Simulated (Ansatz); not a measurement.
# Al2BH6ISi, SMILES [BH2][Al]([I])[AlH][SiH3]: a ladder of methods at one geometry

With the Ansatz DFT code, driven from Python.

Notebook, run cell by cell (the value of a cell's last expression is shown):

**Cell 1**
```python
from pathlib import Path

import ansatz as az
from ase import Atoms
import numpy as np
```

**Cell 2**
```python
BASIS = "def2-SVP"

atoms = Atoms(["B", "Al", "I", "Al", "Si", "H", "H", "H", "H", "H", "H"], positions=[
    [0.0363, 2.299, 1.0371],
    [0.5493, 1.5568, -0.7985],
    [1.4751, 3.1015, -2.6515],
    [0.3804, -0.8661, -1.2079],
    [-0.5686, -2.2511, 0.4884],
    [-0.4481, 1.6479, 1.8597],
    [0.1269, 3.5036, 1.2351],
    [0.774, -1.4945, -2.612],
    [-0.6199, -3.6213, 0.0847],
    [0.2947, -2.1486, 1.7163],
    [-1.9349, -1.7841, 0.8692],
])
mol = az.Crystal.molecule_from_ase(atoms)
```

**Cell 3**
```python
calculation = mol.calculation().basis(gaussian=BASIS)
```

**Cell 4**
```python
print("functional    E (Ha)        dipole (D)   HOMO (eV)  LUMO (eV)")
for name in ["r2scan0", "revpbe", "hf", "pbe0", "b3lyp", "cam_b3lyp"]:
    r = calculation.functional(name).forces().orbitals().run(runs_dir="runs").report
    lines = Path(r["orbitals_path"]).read_text().splitlines()
    field_of = lambda key: [line.split("=")[1].strip() for line in lines if line.startswith(key)]
    orbitals = [(27.211386 * float(e), s, float(n)) for e, s, n in zip(field_of("Ene="), field_of("Spin="), field_of("Occup="))]
    homo = max(e for e, _, n in orbitals if n > 0.5)
    lumo = min(e for e, _, n in orbitals if n < 0.5)
    dipole = 4.803205 * np.linalg.norm(r["charge_distribution"]["dipole_moment_e_ang"])
    print(f"{name:10s} {r['free_energy_ev'] / 27.211386246:14.6f} {dipole:9.3f} {homo:11.3f} {lumo:10.3f}")
```
Output:
```text
functional    E (Ha)        dipole (D)   HOMO (eV)  LUMO (eV)
r2scan0      -1100.189236     1.801      -6.699     -3.796
revpbe       -1100.074570     1.410      -5.491     -4.491
hf           -1097.319640     2.115      -8.771     -0.908
pbe0         -1099.833701     1.727      -6.550     -3.838
b3lyp        -1100.376899     1.607      -6.314     -3.927
cam_b3lyp    -1100.195537     1.817      -7.684     -2.743
```

Total energies depend on the basis set; only differences at equal settings carry meaning. The geometry is a force-field or estimated start, not a minimum of this method, and the basis set is short of its limit. A lower total doesn't mark the better method: functionals have no common bound, and MP2 and coupled cluster aren't variational. def2 sets replace the cores of elements past krypton by effective core potentials. b3lyp holds the VWN-RPA fit, as in Gaussian; the form of ORCA and Turbomole is b3lyp5. Levels such as HOMO and LUMO are orbital energies: with these approximate functionals they aren't the ionisation energy and electron affinity, and their gap isn't the fundamental gap. The whole script took 28 s on 1 thread of Intel(R) Xeon(R) 6975P-C (Granite Rapids) (shared host), peak memory 0.46 GiB.
